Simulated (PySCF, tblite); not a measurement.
# C5H13BOS: geometry, infrared bands and NMR shifts

What infrared bands and NMR shifts should C5H13BOS (`[BH3-][O+]1CCCS[C@H]1C`) show?

Computed with tblite 0.8.0 and PySCF 2.14.0, with density-fitted response routines of our own, on a single molecule in the gas phase. Atoms count from 0, in the outputs and in this text.

## Step 1: The starting structure

21 atoms, charge 0, multiplicity 1; geometry from: force field or distance geometry start.

Bonds of the start (Å): B0–O1 1.50, O1–C2 1.45, C2–C3 1.52, C3–C4 1.52, C4–S5 1.82, S5–C6 1.83, C6–C7 1.54, C6–O1 1.45, B0–H8 1.20, B0–H9 1.20, B0–H10 1.20, C2–H11 1.12, C2–H12 1.12, C3–H13 1.11, C3–H14 1.11, C4–H15 1.12, C4–H16 1.11, C6–H17 1.12, C7–H18 1.11, C7–H19 1.11, C7–H20 1.11.

## Step 2: Geometry optimisation with GFN2-xTB

Job settings and geometry (Å):

```
{"job": {"kind": "relax", "xc": "GFN2-xTB", "basis": "xTB"}, "charge": 0, "multiplicity": 1}
B     -2.062600    -0.448700    -0.142600
O     -0.618400    -0.175200    -0.460600
C      0.121700    -1.373900    -0.105600
C      1.566100    -1.306700    -0.589000
C      2.321900    -0.218800     0.153900
S      1.576600     1.385300    -0.257300
C     -0.107600     0.942700     0.309900
C     -0.933800     2.235700     0.151300
H     -2.266200    -0.481100     1.037600
H     -2.761200     0.389900    -0.636900
H     -2.444700    -1.476100    -0.625000
H      0.081600    -1.587000     0.989800
H     -0.322700    -2.260900    -0.615200
H      1.605600    -1.139100    -1.680700
H      2.054600    -2.280600    -0.368300
H      2.296900    -0.381900     1.257500
H      3.383200    -0.210500    -0.183400
H     -0.063700     0.703100     1.405200
H     -0.399700     3.103300     0.585500
H     -1.899500     2.162000     0.698100
H     -1.137000     2.435400    -0.924500
```

On the command line:

```
$ OMP_NUM_THREADS=1 python probes_run.py task.json out
```

The driver reads the jobs from task.json and runs them one after another.

**Question.** This job is followed by: GFN2-xTB harmonic vibrations, gas phase; GIAO PBE0/pcSseg-1 NMR shielding, non-relativistic, gas phase. Predict these results of the whole session: strongest single infrared mode (GFN2-xTB); zero-point energy (GFN2-xTB); 13C shifts against TMS (PBE0/pcSseg-1); 1H shifts against TMS (PBE0/pcSseg-1, means over atoms taken as alike); 11B shifts against BF3·OEt2 (PBE0/pcSseg-1); 17O shifts against H2O (PBE0/pcSseg-1); 33S shifts against CS2 (PBE0/pcSseg-1).

The runs gave:

```
                                                              quantity                                                     value
                             strongest single infrared mode (GFN2-xTB)                                     1133 cm⁻¹, 218 km/mol
                                          zero-point energy (GFN2-xTB)                                            109.8 kcal/mol
                                13C shifts against TMS (PBE0/pcSseg-1)                          91.8, 81.8, 35.9, 32.1, 24.3 ppm
1H shifts against TMS (PBE0/pcSseg-1, means over atoms taken as alike)  4.67, 4.58, 3.44, 3.15, 2.94, 2.59, 2.20, 1.90, 1.63 ppm
                           11B shifts against BF3·OEt2 (PBE0/pcSseg-1)                                                   3.2 ppm
                                17O shifts against H2O (PBE0/pcSseg-1)                                                  67.4 ppm
                                33S shifts against CS2 (PBE0/pcSseg-1)                                                    75 ppm
```

**Reading.** Relaxing lowered the energy by 0.410 eV in 48 steps; the close pair that moved most is B0–O1, from 1.504 to 1.699 Å. No mode is imaginary among the 57: a minimum at this level. The strongest single mode, at 1133 cm⁻¹, is spread over several atoms, H8, H10, H9 among them. Unscaled tight-binding wavenumbers are off by several per cent, some by more. Its intensities can rank the bands wrongly. At PBE0/pcSseg-1: The widest tensor belongs to S5: span 396 ppm, with a paramagnetic part of -628 ppm.
